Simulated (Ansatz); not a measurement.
# SrC2, space group R-3m: an equation of state with a fit

With the Ansatz DFT code, driven from Python.

Notebook, run cell by cell (the value of a cell's last expression is shown):

```python
import warnings

import ansatz as az
import numpy as np
from pymatgen.analysis.eos import EOS
```

```python
VECTORS = np.array([
    [2.517326, 1.453379, 2.306662],
    [-2.517326, 1.453379, 2.306662],
    [0.0, -2.906757, 2.306662],
])
SITES = [
    ('Sr', (0.0, 0.0, 0.0)),
    ('C', (0.591558, 0.591558, 0.591558)),
    ('C', (0.408442, 0.408442, 0.408442)),
]


def crystal_on(cell):
    crystal = az.Crystal(lattice=az.Lattice.of(cell))
    for symbol, position in SITES:
        crystal = crystal.atom(symbol, position)
    return crystal
```

```python
warnings.simplefilter('ignore', az.DeckWarning)
```

```python
volumes, energies, pressures = [], [], []
for scale in np.linspace(0.92, 1.08, 7):
    cell = VECTORS * scale ** (1 / 3)
    calc = crystal_on(cell).calculation()
    calc = calc.pseudopotentials('paw')
    calc = calc.basis(450)
    calc = calc.occupations('fixed')
    calc = calc.functional('pbesol')
    calc = calc.kpoints(6, 6, 6)
    calc = calc.stress()
    rep = calc.run(threads=1).report
    volumes.append(abs(np.linalg.det(cell)) / len(SITES))
    energies.append(rep['free_energy_ev'] / len(SITES))
    pressures.append(np.trace(rep['stress_gpa']) / 3)
    print(f'V = {volumes[-1]:8.4f} A^3/atom  F = {energies[-1]:.5f} eV/atom  P = {pressures[-1]:8.3f} GPa')
```

    V =  15.5282 A^3/atom  F = -1328.31767 eV/atom  P =    5.156 GPa
    V =  15.9783 A^3/atom  F = -1328.32773 eV/atom  P =    2.074 GPa
    V =  16.4283 A^3/atom  F = -1328.32969 eV/atom  P =   -0.621 GPa
    V =  16.8784 A^3/atom  F = -1328.32457 eV/atom  P =   -2.976 GPa
    V =  17.3285 A^3/atom  F = -1328.31324 eV/atom  P =   -5.038 GPa
    V =  17.7786 A^3/atom  F = -1328.29649 eV/atom  P =   -6.841 GPa
    V =  18.2287 A^3/atom  F = -1328.27501 eV/atom  P =   -8.418 GPa

```python
for form in ['vinet', 'pourier_tarantola', 'murnaghan']:
    fit = EOS(eos_name=form).fit(volumes, energies)
    print(f'{form:18s} V0 {fit.v0:8.4f} A^3/atom  B0 {fit.b0_GPa:7.1f} GPa  B1 {fit.b1:5.2f}')
```

    vinet              V0  16.3194 A^3/atom  B0    94.3 GPa  B1  3.84
    pourier_tarantola  V0  16.3197 A^3/atom  B0    94.3 GPa  B1  3.80
    murnaghan          V0  16.3183 A^3/atom  B0    94.3 GPa  B1  4.00

A third-order Birch-Murnaghan fit through the 7 points (the script's own form differs a little) has its minimum at 16.32 Å³ an atom, 3.3 % below the typed cell, with a bulk modulus of 94 GPa and dB/dP = 3.9. From that minimum the energy rises by 12.2 meV an atom on the compressed side and 54.9 meV on the expanded side.

Caveats:
- Total energies depend on the potentials; only differences at equal settings carry meaning.
- Shape and fractional positions are held along the curve, so the bulk modulus is an upper value where they are free to relax.
- Pressure is positive in compression.
- This cell is a computed structure, which may not be the phase found in nature.
- It ran for 7.7 s on 1 thread of Intel(R) Xeon(R) Processor @ 2.30GHz, with other jobs on the host, peak memory 0.57 GiB.
